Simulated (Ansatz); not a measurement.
I need a comparison of dispersion corrections of Cl3HOTi, SMILES [OH][Ti]([Cl])([Cl])[Cl]. Use Ansatz's Python interface. Settings (for the species named): B3LYP, def2-SVP basis, multiplicity 1, D3BJ dispersion.

Input file `cl3hoti.xyz`:
```text
6

O    -0.63910    0.47140    1.43630
Ti    0.23130   -0.20450   -0.15630
Cl    1.92040   -1.62670    0.51380
Cl   -1.21230   -1.37710   -1.47520
Cl    1.13430    1.55280   -1.41630
H    -1.39270    1.11990    1.05160
```

`run_disp.py`:
```python
# -*- coding: utf-8 -*-
import ansatz as az

params = {
    "basis": "def2-SVP",
}

geometry = az.Crystal.molecule_from_extxyz("cl3hoti.xyz")

model = geometry.calculation().basis(gaussian=params["basis"])
for name in ["b3lyp", "pbe0"]:
    for correction in ("d3bj", "d4"):
        summary = model.functional(name, dispersion=correction).run(threads=1).report
        print(f"{name:8s} {correction:5s} total {summary['free_energy_ev']:.5f} eV, of which dispersion {1000 * summary['dispersion']['energy']['ev']:.2f} meV")
```

Output of `python run_disp.py`:
```text
b3lyp    d3bj  total -62738.25475 eV, of which dispersion -383.97 meV
b3lyp    d4    total -62738.20007 eV, of which dispersion -329.29 meV
pbe0     d3bj  total -62716.27408 eV, of which dispersion -187.80 meV
pbe0     d4    total -62716.26381 eV, of which dispersion -177.53 meV
```

Total energies depend on the basis set; only differences at equal settings carry meaning. The geometry is a force-field or estimated start, not a minimum of this method, and the basis set is short of its limit. D4 holds the three-body term, and d3bj doesn't. b3lyp holds the VWN-RPA fit, as in Gaussian; the form of ORCA and Turbomole is b3lyp5. Timing: 22 s on 1 thread of Arm Neoverse V1, on a shared host, peak memory 0.3 GiB.
